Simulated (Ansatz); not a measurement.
# CH6B3F: a ladder of functionals and wavefunction methods

One table from this session's results is given with a row withheld; the runs are named, their logs left out.

Method: functionals in def2-TZVPP, the program's frozen cores in correlated methods; program: Ansatz 0.2.0, Gaussian basis.

Levels to be run: LDA (SPW92), PBE-D4, revPBE-D4, BLYP-D4, r2SCAN-D4, B97M-V, PBE0-D4, B3LYP-D4, r2SCANh-D4, r2SCAN0-D4, HSE06-D4, BHLYP-D4, CAM-B3LYP-D4, LC-ωPBE, ωB97X-V, ωB97M-V, B2PLYP, PBE-QIDH; CCSD(T)/def2-SVP; CCSD(T)/def2-TZVPP; MP2/def2-QZVPP; extrapolation to the limit; RPA on PBE.

### Structure used throughout

All runs share one geometry, relaxed beforehand with PBE0-D4 in a triple-zeta def2 set.

SMILES `BCB(B)F`, 11 atoms, charge 0, spin multiplicity 1.

Atoms are counted from 1 here; the program's logs count them from 0.

Bond lengths: B1–C2 1.547 Å, B1–H6 1.197 Å, B1–H7 1.196 Å, C2–B3 1.581 Å, C2–H8 1.097 Å, C2–H9 1.093 Å, B3–B4 1.679 Å, B3–F5 1.336 Å, B4–H10 1.199 Å, B4–H11 1.198 Å. Angles: C2–B1–H6 120.7°, C2–B1–H7 120.5°, H6–B1–H7 118.8°, B1–C2–B3 108.0°, B1–C2–H8 111.0°, B1–C2–H9 112.4°, B3–C2–H8 104.4°, B3–C2–H9 109.4°, H8–C2–H9 111.2°, C2–B3–B4 121.9°, C2–B3–F5 117.2°, B4–B3–F5 120.9°, B3–B4–H10 121.6°, B3–B4–H11 122.0°, H10–B4–H11 116.3°.

The first run:

Input file in.yaml:

```yaml
crystal:
  periodic: [false, false, false]
  atoms:
    - {symbol: B, position_ang: [-1.207899, 0.756955, -1.081475]}
    - {symbol: C, position_ang: [-0.112720, -0.324228, -0.919237]}
    - {symbol: B, position_ang: [0.830959, 0.110016, 0.272476]}
    - {symbol: B, position_ang: [0.734460, -0.607569, 1.786945]}
    - {symbol: F, position_ang: [1.720036, 1.075904, 0.026485]}
    - {symbol: H, position_ang: [-2.272693, 0.632710, -0.548054]}
    - {symbol: H, position_ang: [-0.986903, 1.755733, -1.701493]}
    - {symbol: H, position_ang: [0.547861, -0.349293, -1.794900]}
    - {symbol: H, position_ang: [-0.530191, -1.312898, -0.710279]}
    - {symbol: H, position_ang: [-0.035084, -0.216825, 2.618804]}
    - {symbol: H, position_ang: [1.377475, -1.577503, 2.071426]}
basis:
  gaussian: {orbitals: def2-TZVPP}
hamiltonian: {xc: lda}
output: {orbitals: {seedname: orbitals}}
```

Run with:

```
$ ansatz run in.yaml --threads 2 --pin off --events-out ev --progress --plain --max-ram 4352MiB
```

Steps of the session up to this table: LDA; PBE-D4 (GGA); revPBE-D4 (GGA); BLYP-D4 (GGA); r2SCAN-D4 (meta-GGA); B97M-V (meta-GGA); PBE0-D4 (hybrid); B3LYP-D4 (hybrid); r2SCANh-D4 (hybrid); r2SCAN0-D4 (hybrid); HSE06-D4 (hybrid); BHLYP-D4 (hybrid); CAM-B3LYP-D4 (range-separated); LC-ωPBE (range-separated); ωB97X-V (range-separated); ωB97M-V (range-separated); B2PLYP (double hybrid); PBE-QIDH (double hybrid).

One of the session's tables, all rows but one given; the rest of the session is left out.

It belongs to the step «Orbital energies across the functionals». 

```
  functional  HOMO (eV)  LUMO (eV)  gap (eV)
 LDA (SPW92)      -6.95      -3.57      3.38
      PBE-D4      -6.82      -3.24      3.58
   revPBE-D4      -6.76      -3.10      3.66
     BLYP-D4          ?          ?         ?
   r2SCAN-D4      -7.06      -2.83      4.23
      B97M-V      -7.18      -2.95      4.22
     PBE0-D4      -8.15      -2.18      5.98
    B3LYP-D4      -7.96      -2.40      5.56
  r2SCANh-D4      -7.56      -2.47      5.09
  r2SCAN0-D4      -8.32      -1.95      6.37
    HSE06-D4      -7.75      -2.56      5.19
    BHLYP-D4      -9.45      -1.09      8.36
CAM-B3LYP-D4      -9.58      -1.06      8.52
     LC-ωPBE     -10.91       0.19     11.10
     ωB97X-V     -10.55       0.07     10.62
     ωB97M-V     -10.41      -0.22     10.19
```

Q: Estimate the row for BLYP-D4 from the others.

Worked estimate for «HOMO (eV)». Against the share of exact exchange, B3LYP-D4 (0.2, -7.96), BHLYP-D4 (0.5, -9.45) give a slope of -4.97 per unit share; at 0 the line stands at -6.97.

As computed: HOMO (eV): -6.72; LUMO (eV): -3.06; gap (eV): 3.66. In «HOMO (eV)» the line misses by -0.25.
